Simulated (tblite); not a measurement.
# C4H22N2Si4: the cost of one run

Programs: tblite 0.8.0 and PySCF 2.14.0. All values are calculated, for the isolated system unless a continuum is named. Atoms count from 0, parts from 1.

## (1) Starting point

32 atoms, charge 0, multiplicity 1; geometry: rigid parts in contact. Parts: 1 = atoms 0–15, `NCC([SiH3])[SiH3]`, charge 0; 2 = atoms 16–31, `NCC([SiH3])[SiH3]`, charge 0.

## (2) Search for minima with GFN2-xTB

The job: settings as JSON, then the geometry in Å.

```
{"job": {"kind": "dock", "xc": "GFN2-xTB", "basis": "xTB"}, "charge": 0, "multiplicity": 1, "parts": [{"atoms": "0-15", "charge": 0, "multiplicity": 1}, {"atoms": "16-31", "charge": 0, "multiplicity": 1}]}
N     -0.919717    -0.074517     1.846243
C      0.027229     0.672275     1.032702
C     -0.182611     0.264546    -0.418461
Si    -0.503857    -1.620093    -0.399633
Si     1.233986     0.852879    -1.532672
H     -1.865053     0.244251     1.662311
H     -0.737676     0.042933     2.837590
H      1.030049     0.378869     1.356620
H     -0.054917     1.765694     1.159636
H     -1.101897     0.743702    -0.772638
H      0.462381    -2.279766     0.473280
H     -1.876916    -1.937165    -0.008436
H     -0.319185    -2.115204    -1.772983
H      2.489308     0.214689    -1.131314
H      0.924408     0.538924    -2.927597
H      1.394468     2.307982    -1.404649
N     -3.534979     4.052667     0.664897
C     -2.421447     4.829583     0.142691
C     -2.544379     4.858249    -1.373955
Si    -3.119438     3.110442    -1.893470
Si    -0.960428     5.490094    -2.202342
H     -4.406043     4.553132     0.523871
H     -3.434773     3.873726     1.658699
H     -1.503705     4.307209     0.428232
H     -2.365832     5.849354     0.561495
H     -3.351566     5.552247    -1.632672
H     -2.340377     2.100152    -1.184146
H     -4.554054     2.921026    -1.681675
H     -2.872743     2.973408    -3.337663
H      0.151918     4.579502    -1.923570
H     -1.174347     5.608790    -3.644691
H     -0.616458     6.815614    -1.669285
```

Method: GFN2-xTB search for minima from random contacts, gas phase.

The run is started by

```console
$ OMP_NUM_THREADS=1 python cluster_run.py task.json out
```

One launch serves the whole session: the jobs run in the order shown.

**Question.** How long does this first job take on 1 thread of Arm Neoverse V1, shared host?

About 22 s.
